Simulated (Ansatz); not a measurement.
**BaZn: how the settings move a relaxation**

Aim: see which settings change the result for BaZn, by how much, and at what cost.

Program: Ansatz 0.2.0. Level of theory: reference: DFT, PBEsol, PAW with Ansatz's default frozen-core files, scalar-relativistic; relaxation of cell and atoms. These are calculated values, not measurements.

## (1) Starting point

It takes space group Pm-3m (No. 221, cubic). Conventional cell: a = 4.079 Å, b = 4.079 Å, c = 4.079 Å, α = 90.00°, β = 90.00°, γ = 90.00°. Ba (site symmetry m-3m) is surrounded by 8 Zn at 3.53 Å. Zn (site symmetry m-3m) is surrounded by 8 Ba at 3.53 Å.

As a file:

```xyz
2
Lattice="4.0785 0.0000 0.0000 0.0000 4.0785 0.0000 0.0000 0.0000 4.0785" Properties=species:S:1:pos:R:3 pbc="T T T"
Ba    0.0000    0.0000    0.0000
Zn    2.0393    2.0393    2.0393
```

## (2) The reference run

The input, input.yaml:

```yaml
crystal:
  lattice:
    - [4.07851334, 0.0, 0.0]
    - [0.0, 4.07851334, 0.0]
    - [0.0, 0.0, 4.07851334]
  atoms:
    - { symbol: Ba, position: [0.0, 0.0, 0.0] }
    - { symbol: Zn, position: [0.5, 0.5, 0.5] }
kpoints:
  mp_grid: { grid: [10, 10, 10] }
scf:
  occupations: { method: fermi_dirac, width: 0.1 }
hamiltonian:
  xc: pbesol
  pseudopotentials: { kind: paw }
relax:
  f_tol: 0.002
  max_steps: 80
  cell: {}
output:
  forces: true
  stress: true
```

Started as:

```bash
$ ansatz run input.yaml --threads 1 --pin off --max-ram 3072MiB --backend cpu --events-out ev --progress --plain --runs-dir out
```

The main lines of its log:

```text
[...]
Basis set: ecut = 420 eV, 1357 PW (Γ), exchange–correlation on 60×60×60 points (8 copies of the dense FFT grid, shifted against one another)
[...]
k-points: 56 of 1000
[...]
SCF iter   1: F=—  HF=-9143.788018 eV  |F-HF|=—  |Δ(HF+E_count)|=         —  Δρ=1.33e-3  dr2=7.82e-4  ethr=1.77e-3  ⟨swp⟩=7.3  Hψ=5559  notcnv=0
preconditioner: auto → Kerker (q_TF=auto, 2.261 Å⁻¹)  [metal: Δε(μ)=0.069 eV  Ē_g=9.991 eV  σ=0.100 eV  W_gap=0.17  n_scr=18 (ndim 8)  ℏωp=20.2 eV  f_vac=0.000  D(μ)=1.60/eV (n_scr^D=6)]
SCF iter   2: F=—  HF=-9143.787748 eV  |F-HF|=—  |Δ(HF+E_count)|=   2.70e-4  Δρ=1.39e-3  dr2=1.14e-3  ethr=3.55e-6  ⟨swp⟩=2.0  Hψ=1787  notcnv=0
[...]
relax step   1: F+E_penalty+E_count = -9143.78752298 eV  Δ(F+E_penalty+E_count) = +0.000e0 eV  max|allowed force component| = 5.982e-29 eV/Å  Δτ_max = 0.0000 Å  P = -1.352 GPa  Ω = 67.843 Å³  (8 SCF iters, dr2 threshold 1.00e-7 eV, accepted)
[...]
Basis set: ecut = 420 eV, 1309 PW (Γ), exchange–correlation on 60×60×60 points (8 copies of the dense FFT grid, shifted against one another)
[...]
relax step   2: F+E_penalty+E_count = -9143.80230054 eV  Δ(F+E_penalty+E_count) = -1.478e-2 eV  max|allowed force component| = 2.112e-30 eV/Å  Δτ_max = 0.0000 Å  P = -0.667 GPa  Ω = 65.555 Å³  energy of the carried Pulay correction = +2.125e-4 eV  (6 SCF iters
[...]
Basis set: ecut = 420 eV, 1237 PW (Γ), exchange–correlation on 60×60×60 points (8 copies of the dense FFT grid, shifted against one another)
[...]
relax step   3: F+E_penalty+E_count = -9143.80648659 eV  Δ(F+E_penalty+E_count) = -4.186e-3 eV  max|allowed force component| = 6.294e-30 eV/Å  Δτ_max = 0.0000 Å  P = +0.076 GPa  Ω = 63.470 Å³  energy of the carried Pulay correction = +4.127e-4 eV  (6 SCF iters
[...]
relax step   4: F+E_penalty+E_count = -9143.80651277 eV  Δ(F+E_penalty+E_count) = -2.618e-5 eV  max|allowed force component| = 2.130e-29 eV/Å  Δτ_max = 0.0000 Å  P = -0.004 GPa  Ω = 63.677 Å³  energy of the carried Pulay correction = +3.926e-4 eV  (5 SCF iters
Basis set: ecut = 420 eV, 1237 PW (Γ), exchange–correlation on 54×54×54 points (8 copies of the dense FFT grid, shifted against one another)
[...]
SCF iter   6: F=—  HF=-9143.806150 eV  |F-HF|=—  |Δ(HF+E_count)|=  3.82e-10  Δρ=3.10e-7  dr2=2.51e-11  ethr=1.37e-12  ⟨swp⟩=2.0  Hψ=1121  notcnv=0
SCF iter   7: F=-9143.806150 eV  HF=-9143.806150 eV  |F-HF|=3.64e-12  |Δ(HF+E_count)|=  1.46e-11  Δρ=3.02e-8  dr2=4.63e-13  ethr=1.00e-12  ⟨swp⟩=5.6  Hψ=3701  notcnv=0
[...]
relax step   5: F+E_penalty+E_count = -9143.80614964 eV  Δ(F+E_penalty+E_count) = +3.631e-4 eV  max|allowed force component| = 2.708e-29 eV/Å  Δτ_max = 0.0000 Å  P = -0.006 GPa  Ω = 63.677 Å³  stress off target by 6.32e-3 GPa  SCF on the basis re-selected at t
[...]
SCF converged after 7 iterations
Free energy (F): -9143.806150 eV
[...]
E sigma→0 (E₀):  -9143.780656 eV
[...]
Fermi energy:    8.288665 eV
[...]
  P = ⅓ Tr σ = -0.0063 GPa (-0.063 kbar)
--- Relaxed structure (4 steps of the walk, 4 accepted, 1 SCFs on fresh bases) ---
[...]
```

Wall time 12 s (1 thread of Intel Xeon Platinum 8488C (Sapphire Rapids), shared host); peak memory 0.43 GiB.

## (3) Changing settings: mixing.algorithm msr1, mixing.beta 0.5, mixing.ndim 8, ecutwfc 29.4 Ry, ecutrho_ratio 4

Changes to input.yaml since step 2:

```diff
@@ -12,2 +12,3 @@
   occupations: { method: fermi_dirac, width: 0.1 }
+  mixing: { algorithm: msr1, beta: 0.5, ndim: 8 }
 hamiltonian:
@@ -22 +23,4 @@
   stress: true
+basis:
+  ecutwfc: "29.4 Ry"
+  ecutrho_ratio: 4
```

Started as:

```bash
$ ansatz run input.yaml --threads 1 --pin off --max-ram 3072MiB --backend cpu --events-out ev --progress --plain --runs-dir out
```

What it wrote:

```text
Warning: basis.ecutwfc = 400.00737781602356 eV is below the records' recommended 420 eV, and the density's cutoff is lower with it unless basis.ecutrho_ratio is high enough to keep the records' density cutoff: compare with a run at a higher cutoff
Warning: basis.ecutrho_ratio = 4 (ecutrho = 1600.0295112640943 eV) is below the records' recommended 1680 eV
Engine: ansatz 0.2.0
Pseudopotentials: kind: paw
Pseudopotential: Ba, paw, valence charge 10, recommended cutoff 420 eV (normal), Ba.paw.azcp
Pseudopotential: Zn, paw, valence charge 12, recommended cutoff 420 eV (normal), Zn.paw.azcp
Functional definition: PBEsol
  exchange = pbesol_x
  correlation = pbesol_c
Crystal: 2 atoms, lattice volume = 67.843 Å³
Basis set: ecut = 400.00737781602356 eV, 1237 PW (Γ), exchange–correlation on 54×54×54 points (8 copies of the dense FFT grid, shifted against one another)
Bands: 15, of which v1, the nominal top of the filled ones, is band 11 counted from 1 (10 counted from 0)
Symmetry: 48 space group operations
Space group: Pm-3m (ITA 221), of the structure as read, at distance tolerance 4.1e-5 Å
k-points: 56 of 1000
Non-local potential: Ba, projectors of the file, l = 0: 3, l = 1: 2, l = 2: 2, l = 3: 2
Non-local potential: Zn, projectors of the file, l = 0: 2, l = 1: 2, l = 2: 3, l = 3: 1
PAW form: soft (Blöchl's): semilocal exchange-correlation on the pseudo side does not see the compensation charge
PAW frozen core: Ba, regenerated for the run's functional, and the local potential with it (the file was generated under x = pbe(κ = 0.804, μ = 0.2195149727645171), c = pbe(β = 0.06672455060314922))
PAW frozen core: Zn, regenerated for the run's functional, and the local potential with it (the file was generated under x = pbe(κ = 0.804, μ = 0.2195149727645171), c = pbe(β = 0.06672455060314922))
PAW one-centre angular grid: Ba, 194 points (default); XC on 64 Gauss nodes
PAW one-centre angular grid: Zn, 590 points (default); XC on 64 Gauss nodes
Initial density: superposition of atomic densities (neutral atoms: chi_scale 0, normalization atom), corrected by the library's trained network
Initial wavefunctions: pseudopotential atomic-orbital guess
Functional: x = pbesol(κ = 0.804, μ = 0.12345679012345678), c = pbesol(β = 0.046)
SCF iter   1: F=—  HF=-9143.787656 eV  |F-HF|=—  |Δ(HF+E_count)|=         —  Δρ=1.35e-3  dr2=8.25e-4  ethr=1.77e-3  ⟨swp⟩=7.4  Hψ=5568  notcnv=0
preconditioner: auto → Kerker (q_TF=auto, 2.261 Å⁻¹)  [metal: Δε(μ)=0.069 eV  Ē_g=9.991 eV  σ=0.100 eV  W_gap=0.17  n_scr=18 (ndim 8)  ℏωp=20.2 eV  f_vac=0.000  D(μ)=1.60/eV (n_scr^D=6)]
SCF iter   2: F=—  HF=-9143.787314 eV  |F-HF|=—  |Δ(HF+E_count)|=   3.41e-4  Δρ=1.42e-3  dr2=1.17e-3  ethr=3.75e-6  ⟨swp⟩=2.0  Hψ=1764  notcnv=0
SCF iter   3: F=—  HF=-9143.787139 eV  |F-HF|=—  |Δ(HF+E_count)|=   1.75e-4  Δρ=6.63e-4  dr2=3.27e-4  ethr=3.75e-6  ⟨swp⟩=2.0  Hψ=1120  notcnv=0
SCF iter   4: F=—  HF=-9143.787088 eV  |F-HF|=—  |Δ(HF+E_count)|=   5.13e-5  Δρ=2.35e-4  dr2=5.61e-5  ethr=1.49e-6  ⟨swp⟩=2.1  Hψ=1237  notcnv=0
SCF iter   5: F=—  HF=-9143.787045 eV  |F-HF|=—  |Δ(HF+E_count)|=   4.24e-5  Δρ=2.61e-4  dr2=2.22e-5  ethr=2.55e-7  ⟨swp⟩=2.0  Hψ=1232  notcnv=0
SCF iter   6: F=—  HF=-9143.787045 eV  |F-HF|=—  |Δ(HF+E_count)|=   2.93e-7  Δρ=1.18e-4  dr2=4.89e-6  ethr=1.01e-7  ⟨swp⟩=1.8  Hψ=1050  notcnv=0
SCF iter   7: F=—  HF=-9143.787044 eV  |F-HF|=—  |Δ(HF+E_count)|=   8.66e-7  Δρ=3.98e-5  dr2=6.22e-7  ethr=2.22e-8  ⟨swp⟩=2.0  Hψ=1120  notcnv=0
SCF iter   8: F=-9143.787044 eV  HF=-9143.787044 eV  |F-HF|=5.05e-8  |Δ(HF+E_count)|=   1.44e-7  Δρ=1.07e-5  dr2=4.76e-8  ethr=4.55e-10  ⟨swp⟩=3.0  Hψ=3374  notcnv=0
SCF 1 converged in 8 iterations: F = -9143.787044 eV  dr2 = 4.76e-8
relax step   1: F+E_penalty+E_count = -9143.78704398 eV  Δ(F+E_penalty+E_count) = +0.000e0 eV  max|allowed force component| = 1.683e-29 eV/Å  Δτ_max = 0.0000 Å  P = -1.352 GPa  Ω = 67.843 Å³  (8 SCF iters, dr2 threshold 1.00e-7 eV, accepted)
Crystal: 2 atoms, lattice volume = 65.555 Å³
Basis set: ecut = 400.00737781602356 eV, 1213 PW (Γ), exchange–correlation on 54×54×54 points (8 copies of the dense FFT grid, shifted against one another)
Initial density: handed on by an earlier stage of this run
Initial wavefunctions: those handed on with the density
iter 1 solved again at ethr=1.86e-5 eV; its pass at ethr=3.10e-3 eV (dr2=4.09e-3 eV) is discarded
SCF iter   1: F=—  HF=-9143.803323 eV  |F-HF|=—  |Δ(HF+E_count)|=         —  Δρ=2.43e-3  dr2=4.15e-3  ethr=1.86e-5  ⟨swp⟩=1.0  Hψ=6524  notcnv=0
preconditioner: auto → Kerker (q_TF=auto, 2.274 Å⁻¹)  [metal: Δε(μ)=0.065 eV  Ē_g=10.023 eV  σ=0.100 eV  W_gap=0.16  n_scr=18 (ndim 8)  ℏωp=20.5 eV  f_vac=0.000  D(μ)=1.57/eV (n_scr^D=6)]
SCF iter   2: F=—  HF=-9143.802306 eV  |F-HF|=—  |Δ(HF+E_count)|=   1.02e-3  Δρ=7.36e-4  dr2=4.53e-4  ethr=1.86e-5  ⟨swp⟩=2.0  Hψ=1154  notcnv=0
SCF iter   3: F=—  HF=-9143.802035 eV  |F-HF|=—  |Δ(HF+E_count)|=   2.71e-4  Δρ=5.60e-4  dr2=4.12e-4  ethr=2.06e-6  ⟨swp⟩=2.0  Hψ=1120  notcnv=0
SCF iter   4: F=—  HF=-9143.801887 eV  |F-HF|=—  |Δ(HF+E_count)|=   1.48e-4  Δρ=2.10e-4  dr2=1.86e-5  ethr=1.87e-6  ⟨swp⟩=2.0  Hψ=1236  notcnv=0
SCF iter   5: F=—  HF=-9143.801854 eV  |F-HF|=—  |Δ(HF+E_count)|=   3.31e-5  Δρ=2.65e-5  dr2=1.04e-6  ethr=8.45e-8  ⟨swp⟩=2.0  Hψ=1197  notcnv=0
SCF iter   6: F=-9143.801854 eV  HF=-9143.801854 eV  |F-HF|=2.02e-8  |Δ(HF+E_count)|=   9.35e-8  Δρ=1.16e-5  dr2=8.68e-8  ethr=9.09e-10  ⟨swp⟩=4.9  Hψ=3016  notcnv=0
SCF 2 converged in 6 iterations: F = -9143.801854 eV  dr2 = 8.68e-8
relax step   2: F+E_penalty+E_count = -9143.80185377 eV  Δ(F+E_penalty+E_count) = -1.481e-2 eV  max|allowed force component| = 2.095e-30 eV/Å  Δτ_max = 0.0000 Å  P = -0.667 GPa  Ω = 65.555 Å³  energy of the carried Pulay correction = +2.460e-4 eV  (6 SCF iters, dr2 threshold 2.00e-7 eV, accepted)
Crystal: 2 atoms, lattice volume = 63.473 Å³
Basis set: ecut = 400.00737781602356 eV, 1189 PW (Γ), exchange–correlation on 54×54×54 points (8 copies of the dense FFT grid, shifted against one another)
iter 1 solved again at ethr=1.69e-5 eV; its pass at ethr=3.10e-3 eV (dr2=3.73e-3 eV) is discarded
SCF iter   1: F=—  HF=-9143.807396 eV  |F-HF|=—  |Δ(HF+E_count)|=         —  Δρ=2.40e-3  dr2=3.78e-3  ethr=1.69e-5  ⟨swp⟩=1.0  Hψ=6534  notcnv=0
preconditioner: auto → Kerker (q_TF=auto, 2.287 Å⁻¹)  [metal: Δε(μ)=0.047 eV  Ē_g=10.079 eV  σ=0.100 eV  W_gap=0.12  n_scr=18 (ndim 8)  ℏωp=20.8 eV  f_vac=0.000  D(μ)=1.53/eV (n_scr^D=6)]
SCF iter   2: F=—  HF=-9143.806467 eV  |F-HF|=—  |Δ(HF+E_count)|=   9.29e-4  Δρ=7.07e-4  dr2=3.81e-4  ethr=1.69e-5  ⟨swp⟩=2.0  Hψ=1153  notcnv=0
SCF iter   3: F=—  HF=-9143.806220 eV  |F-HF|=—  |Δ(HF+E_count)|=   2.47e-4  Δρ=5.48e-4  dr2=3.63e-4  ethr=1.73e-6  ⟨swp⟩=2.0  Hψ=1120  notcnv=0
SCF iter   4: F=—  HF=-9143.806088 eV  |F-HF|=—  |Δ(HF+E_count)|=   1.32e-4  Δρ=2.06e-4  dr2=1.67e-5  ethr=1.65e-6  ⟨swp⟩=2.0  Hψ=1236  notcnv=0
SCF iter   5: F=—  HF=-9143.806067 eV  |F-HF|=—  |Δ(HF+E_count)|=   2.09e-5  Δρ=2.56e-5  dr2=8.93e-7  ethr=7.59e-8  ⟨swp⟩=2.0  Hψ=1181  notcnv=0
SCF iter   6: F=-9143.806067 eV  HF=-9143.806067 eV  |F-HF|=2.04e-8  |Δ(HF+E_count)|=   6.99e-8  Δρ=1.08e-5  dr2=7.63e-8  ethr=9.09e-10  ⟨swp⟩=4.9  Hψ=3018  notcnv=0
SCF 3 converged in 6 iterations: F = -9143.806067 eV  dr2 = 7.63e-8
relax step   3: F+E_penalty+E_count = -9143.80606710 eV  Δ(F+E_penalty+E_count) = -4.213e-3 eV  max|allowed force component| = 3.846e-30 eV/Å  Δτ_max = 0.0000 Å  P = +0.075 GPa  Ω = 63.473 Å³  energy of the carried Pulay correction = +4.773e-4 eV  (6 SCF iters, dr2 threshold 2.00e-7 eV, accepted)
Crystal: 2 atoms, lattice volume = 63.677 Å³
iter 1 solved again at ethr=1.73e-7 eV; its pass at ethr=3.10e-3 eV (dr2=3.81e-5 eV) is discarded
SCF iter   1: F=—  HF=-9143.806128 eV  |F-HF|=—  |Δ(HF+E_count)|=         —  Δρ=2.33e-4  dr2=3.60e-5  ethr=1.73e-7  ⟨swp⟩=2.0  Hψ=6234  notcnv=0
preconditioner: auto → Kerker (q_TF=auto, 2.285 Å⁻¹)  [metal: Δε(μ)=0.059 eV  Ē_g=10.143 eV  σ=0.100 eV  W_gap=0.15  n_scr=18 (ndim 8)  ℏωp=20.8 eV  f_vac=0.000  D(μ)=1.53/eV (n_scr^D=6)]
SCF iter   2: F=—  HF=-9143.806093 eV  |F-HF|=—  |Δ(HF+E_count)|=   3.49e-5  Δρ=7.23e-5  dr2=3.52e-6  ethr=1.64e-7  ⟨swp⟩=2.0  Hψ=1156  notcnv=0
SCF iter   3: F=—  HF=-9143.806090 eV  |F-HF|=—  |Δ(HF+E_count)|=   2.69e-6  Δρ=5.28e-5  dr2=3.29e-6  ethr=1.60e-8  ⟨swp⟩=2.0  Hψ=1120  notcnv=0
SCF iter   4: F=—  HF=-9143.806089 eV  |F-HF|=—  |Δ(HF+E_count)|=   1.14e-6  Δρ=1.90e-5  dr2=1.55e-7  ethr=1.49e-8  ⟨swp⟩=2.0  Hψ=1236  notcnv=0
SCF iter   5: F=-9143.806089 eV  HF=-9143.806089 eV  |F-HF|=5.43e-9  |Δ(HF+E_count)|=   3.93e-8  Δρ=2.64e-6  dr2=9.47e-9  ethr=6.33e-11  ⟨swp⟩=3.5  Hψ=3547  notcnv=0
SCF 4 converged in 5 iterations: F = -9143.806089 eV  dr2 = 9.47e-9
relax step   4: F+E_penalty+E_count = -9143.80608898 eV  Δ(F+E_penalty+E_count) = -2.188e-5 eV  max|allowed force component| = 1.058e-29 eV/Å  Δτ_max = 0.0000 Å  P = -0.004 GPa  Ω = 63.677 Å³  energy of the carried Pulay correction = +4.543e-4 eV  (5 SCF iters, dr2 threshold 1.39e-8 eV, accepted)
Initial wavefunctions: pseudopotential atomic-orbital guess (no wavefunctions were taken with the density)
iter 1 solved again at ethr=4.77e-6 eV; its pass at ethr=3.10e-3 eV (dr2=1.05e-3 eV) is discarded
SCF iter   1: F=—  HF=-9143.805722 eV  |F-HF|=—  |Δ(HF+E_count)|=         —  Δρ=3.66e-5  dr2=2.34e-7  ethr=4.77e-6  ⟨swp⟩=2.0  Hψ=7183  notcnv=0
eigensolver tolerance schedule: the retry pair's looser diagonalisation over-reported the residual by 4484.38 of it (diagonalisation noise at an unbounded share of the residual, at the tolerance the schedule requests for it); recorded, not acted on — ethr = c·dr2/N_el stays at c = 1.0e-1
preconditioner: auto → Kerker (q_TF=auto, 2.285 Å⁻¹)  [metal: Δε(μ)=0.058 eV  Ē_g=10.137 eV  σ=0.100 eV  W_gap=0.14  n_scr=18 (ndim 8)  ℏωp=20.8 eV  f_vac=0.000  D(μ)=1.53/eV (n_scr^D=6)]
SCF iter   2: F=—  HF=-9143.805695 eV  |F-HF|=—  |Δ(HF+E_count)|=   2.70e-5  Δρ=6.46e-5  dr2=1.39e-6  ethr=1.06e-9  ⟨swp⟩=3.2  Hψ=1990  notcnv=0
SCF iter   3: F=—  HF=-9143.805694 eV  |F-HF|=—  |Δ(HF+E_count)|=   9.94e-8  Δρ=1.19e-5  dr2=4.15e-8  ethr=1.06e-9  ⟨swp⟩=2.0  Hψ=1236  notcnv=0
SCF iter   4: F=—  HF=-9143.805694 eV  |F-HF|=—  |Δ(HF+E_count)|=   1.07e-7  Δρ=2.30e-6  dr2=1.99e-9  ethr=1.89e-10  ⟨swp⟩=2.0  Hψ=1185  notcnv=0
SCF iter   5: F=—  HF=-9143.805694 eV  |F-HF|=—  |Δ(HF+E_count)|=   8.30e-9  Δρ=1.12e-6  dr2=2.46e-10  ethr=9.03e-12  ⟨swp⟩=2.1  Hψ=1263  notcnv=0
SCF iter   6: F=—  HF=-9143.805694 eV  |F-HF|=—  |Δ(HF+E_count)|=  2.58e-10  Δρ=2.92e-7  dr2=2.20e-11  ethr=1.12e-12  ⟨swp⟩=2.0  Hψ=1120  notcnv=0
SCF iter   7: F=-9143.805694 eV  HF=-9143.805694 eV  |F-HF|=1.82e-12  |Δ(HF+E_count)|=  1.46e-11  Δρ=2.72e-8  dr2=4.90e-13  ethr=1.00e-12  ⟨swp⟩=5.6  Hψ=3672  notcnv=0
SCF 5 converged in 7 iterations: F = -9143.805694 eV  dr2 = 4.90e-13
relax step   5: F+E_penalty+E_count = -9143.80569434 eV  Δ(F+E_penalty+E_count) = +3.946e-4 eV  max|allowed force component| = 2.528e-29 eV/Å  Δτ_max = 0.0000 Å  P = -0.007 GPa  Ω = 63.677 Å³  stress off target by 6.82e-3 GPa  SCF on the basis re-selected at this cell (its energy is not comparable with the rows above)  (7 SCF iters)
basis re-selected at this cell: Δ(F+E_penalty+E_count) = +3.946e-4 eV, ΔP = -0.003 GPa vs the last step (what re-selecting the basis moved, of the pressure what is left beyond the Pulay correction that the steps carried, after the strain that the cell walked since its last selection, with what the two solves' SCF thresholds leave and, on support functions, any second-order correction that the steps lacked; it is no measure of the basis error at this ecutwfc). This SCF's stress stands 6.82e-3 GPa from its target on what of the cell is left free (relax.cell.stress_tol is 5.00e-2 GPa) and its largest allowed force component is 2.53e-29 eV/Å (relax.f_tol is 2.00e-3 eV/Å): within both
SCF converged after 7 iterations
Free energy (F): -9143.805694 eV
Harris-Foulkes:  -9143.805694 eV  (|F-HF|=1.82e-12)
Internal energy: -9143.754710 eV  (E = F + TS)
E sigma→0 (E₀):  -9143.780202 eV
Entropy (-TS):   -0.050984 eV (-25.492 meV/atom)
Fermi energy:    8.288817 eV
--- Per-component energies (eV) ---
  E_band       = -31.239890
  E_kinetic    = 299.323251
  E_local      = -2191.897045  (includes V_loc(G=0)·N_el)
  E_nonlocal   = 670.200360
  E_hartree    = 902.944892
  E_xc         = -302.081923
  E_vxc        = -187.386885  (∫ρ·V_xc dr)
  E_paw        = -6927.966226  (= ΣΔE_a)
  E_vpaw       = -427.369315  (= ΣTr[D̂ρ^β])
  E_aug_tail   = -0.000050  (compensation charges beyond the density's cutoff)
  E_ewald      = -1595.226757
  E_core_change = 0.948788  (= ΣΔE_core)
  E_smearing   = -0.050984  (= −TS)
  E_closure    = -0.000000  (closes the sum)
  Σ components = -9143.805694   (vs F -9143.805694, Δ=0.00e0)
--- Forces (eV/Å), atoms counted from 1 ---
  atom   1  Ba     0.00000000     0.00000000    -0.00000000
  atom   2  Zn    -0.00000000    -0.00000000    -0.00000000
  max |Σ_I F_I| component: 5.04e-29 eV/Å
--- Stress (GPa, compression-positive) ---
       -0.006815      -0.000000      -0.000000
       -0.000000      -0.006815      -0.000000
       -0.000000      -0.000000      -0.006815
  P = ⅓ Tr σ = -0.0068 GPa (-0.068 kbar)
--- Relaxed structure (4 steps of the walk, 4 accepted, 1 SCFs on fresh bases) ---
  F+E_penalty+E_count = -9143.80569434 eV   max|allowed force component| = 2.528e-29 eV/Å   (the final SCF, on the basis selected at the relaxed cell)
  cell:  # Å, volume = 63.6770 Å³
    - [3.993258453628927, 2.5679065925163146e-33, -2.5679065925163143e-34]
    - [1.79753461476142e-33, 3.993258453628927, -6.419766481290786e-35]
    - [-5.135813185032629e-34, -6.419766481290786e-35, 3.993258453628927]
  atoms:
    - { symbol: Ba, position: [-3.9351143079347883e-36, -7.870228617798975e-36, -1.4315862459220018e-47] }
    - { symbol: Zn, position: [0.49999999999999994, 0.49999999999999994, 0.49999999999999994] }
```

Run time: 11 s. Hardware: 1 thread of Intel Xeon Platinum 8488C (Sapphire Rapids), shared host; peak memory 0.42 GiB.

Changing the mixing, cutoff and numerical grids hardly moves the energy: +0.2 meV/atom.

## (4) Side by side

```
                                                                                       run     ending  energy change  pressure (GPa)  gap (eV)  force (eV/Å)  cycles  time
                                                                                 reference  converged              0             0.0      0.00          0.00      32  12 s
1: mixing.algorithm msr1, mixing.beta 0.5, mixing.ndim 8, ecutwfc 29.4 Ry, ecutrho_ratio 4  converged  +0.2 meV/atom             0.0      0.00          0.00      32  11 s
```

What this shows: Changing the mixing, cutoff and numerical grids hardly moves the energy: +0.2 meV/atom. Run 1 ran under the cutoff that the potentials recommend, as the log warns, so basis error is mixed into its values.
